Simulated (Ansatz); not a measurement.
# ClGeH₅Si: one species, many methods

One table from this session's results is given with a row withheld; the runs are named, their logs left out.

Method: functionals in def2-TZVPP, the program's frozen cores in correlated methods; program: Ansatz 0.2.0, Gaussian basis.

Plan: LDA (SPW92), PBE-D4, revPBE-D4, BLYP-D4, r2SCAN-D4, B97M-V, PBE0-D4, B3LYP-D4, r2SCANh-D4, r2SCAN0-D4, HSE06-D4, BHLYP-D4, CAM-B3LYP-D4, LC-ωPBE, ωB97X-V, ωB97M-V, B2PLYP, PBE-QIDH; CCSD(T)/def2-SVP; CCSD(T)/def2-TZVPP; MP2/def2-QZVPP; extrapolation to the limit; RPA on PBE.

### The geometry

An earlier PBE0-D4 in a triple-zeta def2 set relaxation fixed the geometry.

SMILES `Cl[SiH2][GeH3]`, 8 atoms, charge 0, spin multiplicity 1.

Atoms are counted from 1 here; the program's logs count them from 0.

Bond lengths: Cl1–Si2 2.062 Å, Si2–Ge3 2.377 Å, Si2–H4 1.484 Å, Si2–H5 1.484 Å, Ge3–H6 1.536 Å, Ge3–H7 1.538 Å, Ge3–H8 1.536 Å. Angles: Cl1–Si2–Ge3 109.1°, Cl1–Si2–H4 107.8°, Cl1–Si2–H5 107.8°, Ge3–Si2–H4 111.5°, Ge3–Si2–H5 111.5°, H4–Si2–H5 109.1°, Si2–Ge3–H6 110.0°, Si2–Ge3–H7 109.9°, Si2–Ge3–H8 110.0°, H6–Ge3–H7 108.9°, H6–Ge3–H8 109.1°, H7–Ge3–H8 108.9°.

The first run:

Input file in.yaml:

```yaml
crystal:
  periodic: [false, false, false]
  atoms:
    - {symbol: Cl, position_ang: [-2.290325, 1.217200, -0.310567]}
    - {symbol: Si, position_ang: [-0.414064, 0.602619, -0.906888]}
    - {symbol: Ge, position_ang: [0.581487, -0.662164, 0.842713]}
    - {symbol: H, position_ang: [-0.573600, -0.206376, -2.140799]}
    - {symbol: H, position_ang: [0.380664, 1.815659, -1.222162]}
    - {symbol: H, position_ang: [0.711229, 0.201704, 2.106079]}
    - {symbol: H, position_ang: [1.981537, -1.135480, 0.415633]}
    - {symbol: H, position_ang: [-0.284628, -1.890263, 1.160192]}
basis:
  gaussian: {orbitals: def2-TZVPP}
hamiltonian: {xc: lda}
output: {orbitals: {seedname: orbitals}}
```

Steps of the session up to this table: LDA; PBE-D4 (GGA); revPBE-D4 (GGA); BLYP-D4 (GGA); r2SCAN-D4 (meta-GGA); B97M-V (meta-GGA); PBE0-D4 (hybrid); B3LYP-D4 (hybrid); r2SCANh-D4 (hybrid); r2SCAN0-D4 (hybrid); HSE06-D4 (hybrid); BHLYP-D4 (hybrid); CAM-B3LYP-D4 (range-separated); LC-ωPBE-D4 (range-separated; the results give it without D4); ωB97X-V (range-separated); ωB97M-V (range-separated); B2PLYP (double hybrid); PBE-QIDH (double hybrid).

One table of the session follows, with a row left open; its other results are not shown here.

It belongs to the step «Orbital energies across the functionals». 

```
  functional  HOMO (eV)  gap (eV)
 LDA (SPW92)      -7.08      5.56
      PBE-D4      -6.99      5.69
   revPBE-D4      -6.95      5.75
     BLYP-D4      -6.85      5.72
   r2SCAN-D4      -7.28      6.29
      B97M-V      -7.40      6.29
     PBE0-D4      -8.15      7.71
    B3LYP-D4      -7.94      7.32
  r2SCANh-D4      -7.70      7.00
  r2SCAN0-D4      -8.33      8.06
    HSE06-D4          ?         ?
    BHLYP-D4      -9.20      9.70
CAM-B3LYP-D4      -9.42     10.05
     LC-ωPBE     -10.73     12.49
     ωB97X-V     -10.40     12.04
     ωB97M-V     -10.19     11.58
```

Estimate the missing values for HSE06-D4.

The run gave: HOMO (eV): -7.76; gap (eV): 6.94. In the column «HOMO (eV)» it lies between B3LYP-D4 (-7.94) and r2SCANh-D4 (-7.70).
